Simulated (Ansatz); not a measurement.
Cu2B: relaxation of cell and atoms with LDA

Cu2B:

```xyz
6
Lattice="0.0000 3.2835 3.2835 3.2835 0.0000 3.2835 3.2835 3.2835 0.0000" Properties=species:S:1:pos:R:3 pbc="T T T"
Cu    0.8209    0.8209    0.8209
Cu    0.8209    2.4626    2.4626
Cu    2.4626    2.4626    0.8209
Cu    2.4626    0.8209    2.4626
B     3.2835    3.2835    3.2835
B     4.9252    4.9252    4.9252
```

The cell was built by a generator and needn't be a form met in nature.

```yaml
Program: Ansatz 0.2.0
Task: relaxation of cell and atoms
Functional: LDA
Potentials_or_basis: Ansatz PAW
Cutoff: "420 eV (not typed: the program's choice for these potentials)"
k_mesh: 5 × 5 × 5
Occupations: fermi-dirac, width 0.05 eV
Spin: no spin polarisation
Target_pressure: 10 GPa
Target_pressure_GPa: 10
```

```
Relaxed volume                                         : 10.26 Å³/atom
Relaxed cell                                           : a = 4.432 Å, b = 4.432 Å, c = 4.432 Å, α = 60.00°, β = 60.00°, γ = 60.00°
Space group after relaxing (to 0.05 Å)                 : Fd-3m (No. 227)
Energy change on relaxing (the enthalpy is what falls) : -21.5 meV/atom
Ionic steps                                            : 7
Pressure after relaxing                                : 10.0 GPa
Band gap on the k mesh                                 : none (metal or under the smearing width)
```

Step by step:
| step | energy change (eV) | largest force (eV/Å) | volume (Å³) |
| --- | --- | --- | --- |
| 1 | 0.0000 | 0.0000 | 70.80 |
| 2 | -0.2334 | 0.0000 | 64.73 |
| 3 | -0.0706 | 0.0000 | 60.64 |
| 4 | -0.1371 | 0.0000 | 61.57 |
| 5 | -0.1307 | 0.0000 | 61.57 |
| 6 | -0.1293 | 0.0000 | 61.54 |
| 7 | -0.1293 | 0.0000 | 61.54 |

Final structure:
```
CELL_PARAMETERS angstrom
0.00000 3.13364 3.13364
3.13364 0.00000 3.13364
3.13364 3.13364 0.00000
ATOMIC_POSITIONS crystal
Cu 0.12500 0.12500 0.12500
Cu 0.62500 0.12500 0.12500
Cu 0.12500 0.12500 0.62500
Cu 0.12500 0.62500 0.12500
B 0.50000 0.50000 0.50000
B 0.75000 0.75000 0.75000
```

Levels at points of the mesh, in eV from the Fermi level:
```csv
k point,band 39,band 40,band 41,band 42,band 43,band 44
"(0.00, 0.00, 0.00)",-1.17,-1.17,-1.17,1.27,1.27,1.27
```

Wall time 10 s on 2 threads of Intel(R) Xeon(R) Platinum 8259CL CPU @ 2.50GHz (Skylake/Cascade Lake), on a shared host, peak memory 0.42 GiB.

Caveat: the plane-wave basis is chosen anew once the cell has moved, so the energies of steps on either side of that aren't comparable; the PAW data sets come from PBE, with cores solved anew for the run's functional, which leaves a small shift of forces and pressure.
